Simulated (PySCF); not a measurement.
# triplet GeClF: levels of theory compared

Wanted: a comparison of 6 runs (U-wB97M-V/def2-TZVP, UB3LYP/def2-TZVP, UBLYP/def2-TZVP, UM06-L/def2-TZVP, USVWN5/def2-TZVP, USCS-MP2/def2-TZVP) of triplet GeClF. 

The calculation is run with PySCF 2.14.0.

1 further run of the same task is left out (set aside as unsound or not needed).

**1. The system as given**

The species is GeClF (3 atoms), meant as a triplet with charge 0. As SMILES of the parent species, `[F][Ge][Cl]`. The shape is that of a PBE0-D4/def2-TZVP optimisation. That shape belongs to the parent species and isn't relaxed for this state.

Bond lengths: F1–Ge2 1.748 Å, Ge2–Cl3 2.180 Å. Angles: F1–Ge2–Cl3 98.3°.

**2. The energy at U-wB97M-V/def2-TZVP (run 1)**

File job.py:

```python
from pyscf import gto, dft

molecule = gto.Mole()
molecule.atom = '''
F        0.110400       1.418700       0.206200
Ge      -0.762800       0.035600      -0.410300
Cl       0.641600      -1.519100       0.191000
'''
molecule.verbose = 3
molecule.charge = 0
molecule.spin = 2
molecule.basis = 'def2-tzvp'
molecule.max_memory = 1860
molecule.build()

ks = dft.UKS(molecule, xc='wb97m-v')
ks.conv_tol = 1e-10
ks.nlcgrids.level = 1
ks.grids.level = 5
ks.kernel()
if not ks.converged:
    ks = ks.newton().run(ks.mo_coeff, ks.mo_occ)

etot = ks.e_tot
print(f'total energy: {etot:.8f} hartree')
```

The run is started by

```sh
$ OMP_NUM_THREADS=1 python job.py
```

Output:

```text
WARN: HOMO -0.0626753068950592 >= LUMO -0.305359762048546

converged SCF energy = -2636.91302868282  <S^2> = 2.0047473  2S+1 = 3.0031632
total energy: -2636.91302868 hartree
```

Run time: 2.5 min. Hardware: 1 thread of Arm Neoverse V1, shared host; peak memory 0.68 GiB.

**3. A single-point energy at UB3LYP/def2-TZVP (run 2)**

File input.py:

```python
from pyscf import gto, dft

mol = gto.M(
    atom='''
F        0.110400       1.418700       0.206200
Ge      -0.762800       0.035600      -0.410300
Cl       0.641600      -1.519100       0.191000
''',
    spin=2,
    max_memory=1860,
    basis='def2-tzvp',
    verbose=3,
)

mf = dft.UKS(mol, xc='b3lyp')
mf.grids.level = 5
mf.conv_tol = 1e-10
mf.kernel()
if not mf.converged:
    mf = mf.newton().run(mf.mo_coeff, mf.mo_occ)

etot = mf.e_tot
print('Final energy', etot)
```

The run is started by

```sh
$ OMP_NUM_THREADS=1 python input.py
```

Output:

```text
WARN: HOMO -0.0994897503207994 >= LUMO -0.285924042781659

WARN: HOMO -0.199965707868303 >= LUMO -0.235411359898885

WARN: HOMO -0.190059633128548 >= LUMO -0.255778423515302

WARN: HOMO -0.180000755358947 >= LUMO -0.244941566827663

WARN: HOMO -0.189036540681137 >= LUMO -0.242455315762683

WARN: HOMO -0.186336933838952 >= LUMO -0.239716089336021

WARN: HOMO -0.186449946237929 >= LUMO -0.238390204737172

WARN: HOMO -0.186643968579013 >= LUMO -0.238446741199589

WARN: HOMO -0.186613552103537 >= LUMO -0.238379911798098

WARN: HOMO -0.186613853484317 >= LUMO -0.238388732331671

WARN: HOMO -0.186605760779067 >= LUMO -0.238396421042403

WARN: HOMO -0.186604295903855 >= LUMO -0.238399819488038

WARN: HOMO -0.186600927737054 >= LUMO -0.238400415827932

WARN: HOMO -0.186600100244611 >= LUMO -0.238399726931526

WARN: HOMO -0.186599808900866 >= LUMO -0.238399787502665

WARN: HOMO -0.18659992207354 >= LUMO -0.238399773818088

converged SCF energy = -2637.13223691339  <S^2> = 2.0037905  2S+1 = 3.0025259
Final energy -2637.1322369133873
```

It took 39 s on 1 thread of Arm Neoverse V1, shared host; peak memory 0.64 GiB.

Runs 3 to 5 aren't shown in full; the table further down has their settings and results.

**4. A single-point energy at USCS-MP2/def2-TZVP (run 6)**

File run.py:

```python
from pyscf import gto, scf, mp

mol = gto.Mole()
mol.atom = [
    ('F', (0.110400, 1.418700, 0.206200)),
    ('Ge', (-0.762800, 0.035600, -0.410300)),
    ('Cl', (0.641600, -1.519100, 0.191000)),
]
mol.max_memory = 1860
mol.basis = 'def2-tzvp'
mol.verbose = 4
mol.spin = 2
mol.build()

mf = scf.UHF(mol)
mf.conv_tol = 1e-10
mf.kernel()
if not mf.converged:
    mf = mf.newton().run(mf.mo_coeff, mf.mo_occ)

pt = mp.MP2(mf, frozen=15).run()
e_tot = mf.e_tot + 1.2 * pt.e_corr_os + pt.e_corr_ss / 3
print(f'total energy: {e_tot:.8f} hartree')
```

The run is started by

```sh
$ OMP_NUM_THREADS=1 python run.py
```

Output:

```text
PySCF version 2.14.0

[INPUT] num. atoms = 3
[INPUT] num. electrons = 58
[INPUT] charge = 0
[INPUT] spin (= nelec alpha-beta = 2S) = 2
[INPUT] symmetry False subgroup None
[INPUT] Mole.unit = angstrom
[INPUT] Symbol           X                Y                Z      unit          X                Y                Z       unit  Magmom
[INPUT]  1 F      0.110400000000   1.418700000000   0.206200000000 AA    0.208625764152   2.680954452920   0.389661526885 Bohr   0.0
[INPUT]  2 Ge    -0.762800000000   0.035600000000  -0.410300000000 AA   -1.441483087818   0.067274250035  -0.775354628909 Bohr   0.0
[INPUT]  3 Cl     0.641600000000  -1.519100000000   0.191000000000 AA    1.212448281521  -2.870682955827   0.360937689792 Bohr   0.0

[... 27 lines left out ...]
WARN: HOMO -0.0260514013443256 >= LUMO -0.298644569806562
[... 66 lines left out ...]
converged SCF energy = -2634.35838907272  <S^2> = 2.0104961  2S+1 = 3.0069893
[... 1 line left out ...]
******** <class 'pyscf.mp.ump2.UMP2'> ********
nocc = (np.int64(15), np.int64(13)), nmo = (101, 101)
frozen orbitals 15
E(UMP2) = -2634.99263399726  E_corr = -0.634244924536061
E(SCS-UMP2) = -2634.96150210007  E_corr = -0.603113027346879
E_corr(same-spin) = -0.182285633188147
E_corr(oppo-spin) = -0.451959291347914
total energy: -2634.96150210 hartree
```

It took 9 s on 1 thread of Arm Neoverse V1, shared host; peak memory 0.38 GiB.

**5. All runs side by side**

```csv
run,level,nlc grid,integration grid,energy (Eh),dipole moment (D) of the reference,HOMO energy (eV),⟨S²⟩,wall time
1,U-wB97M-V/def2-TZVP,1,5,-2636.913029,2.17,-7.32,2.005,2.5 min
2,UB3LYP/def2-TZVP,–,5,-2637.132237,2.00,-5.08,2.004,39 s
3,UBLYP/def2-TZVP,–,5,-2637.129678,1.73,-3.94,2.002,33 s
4,UM06-L/def2-TZVP,–,5,-2636.986873,1.74,-4.30,2.003,75 s
5,USVWN5/def2-TZVP,–,5,-2631.818501,1.74,-4.26,2.001,20 s
6,USCS-MP2/def2-TZVP,–,–,-2634.961502,2.83,-8.51,2.010,9 s
```

**6. Summary of results**

| quantity | value |
| --- | --- |
| run 6: total energy | -2634.96150 Eh |
| run 6: dipole moment (Hartree–Fock density) | 2.83 D |
| run 6: HOMO energy (Hartree–Fock orbitals) (highest over α and β) | -8.51 eV |
| run 6: LUMO energy (Hartree–Fock orbitals) (lowest over α and β) | -1.87 eV |
| run 6: correlation energy (15 core orbitals frozen) | -603.1 mEh |
| run 6: ⟨S²⟩ of the reference determinant | 2.010 |

In words: Over runs 1, 2, 3, 4, 5 the dipole moment (its size) runs from 1.73 D (UBLYP/def2-TZVP) to 2.17 D (U-wB97M-V/def2-TZVP). Totals of different functionals can't be ranked against each other. All runs together took 5.5 min, the longest 2.5 min.
